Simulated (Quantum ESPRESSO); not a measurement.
## Be2Si under changes of volume

One of the cells (12.266 Å³/atom); the others are scaled copies at fixed shape and fractional positions:

```
Si Be
1.0
     0.00000    2.64000    2.64000
     2.64000    0.00000    2.64000
     2.64000    2.64000    0.00000
Si Be
1 2
Direct
  0.00000 0.00000 0.00000
  0.25000 0.25000 0.25000
  0.75000 0.75000 0.75000
```

The cell comes from a database or a generator and needn't be the stable form of this composition.

| Quantity | Value |
| --- | --- |
| Program | Quantum ESPRESSO 7.5 |
| Functional | PBE |
| Potentials or basis | SSSP 1.3 efficiency PBE |
| Cutoff | 748 eV |
| Density cutoff | 5987 eV |
| k mesh | 9 × 9 × 9 |
| Occupations | fermi-dirac, width 0.05 eV |
| Spin | no spin polarisation |

```tsv
volume (Å³/atom)	energy over the lowest point (meV/atom)	pressure (GPa)
11.531	?	?
11.776	7.51	4.7
12.021	2.06	2.4
12.266	0.00	0.3
12.512	1.02	-1.6
12.757	4.86	-3.4
13.002	11.28	-5.0
```

Q: What does the run at 11.531 Å³/atom give?

A: Energy over the lowest point 16.67 meV/atom; pressure 7.2 GPa.

Worked out: A Birch-Murnaghan fit of order 3 (a polynomial in V^(-2/3)) to the other rows has its minimum at 12.30 Å³/atom with B0 = V·E''(V) = 100 GPa and B' = 3.5. It gives 16.65 meV/atom at 11.531 Å³/atom, against the run's 16.67, and -dE/dV = 7.3 GPa, against 7.2.

Energies are extrapolated to zero smearing.
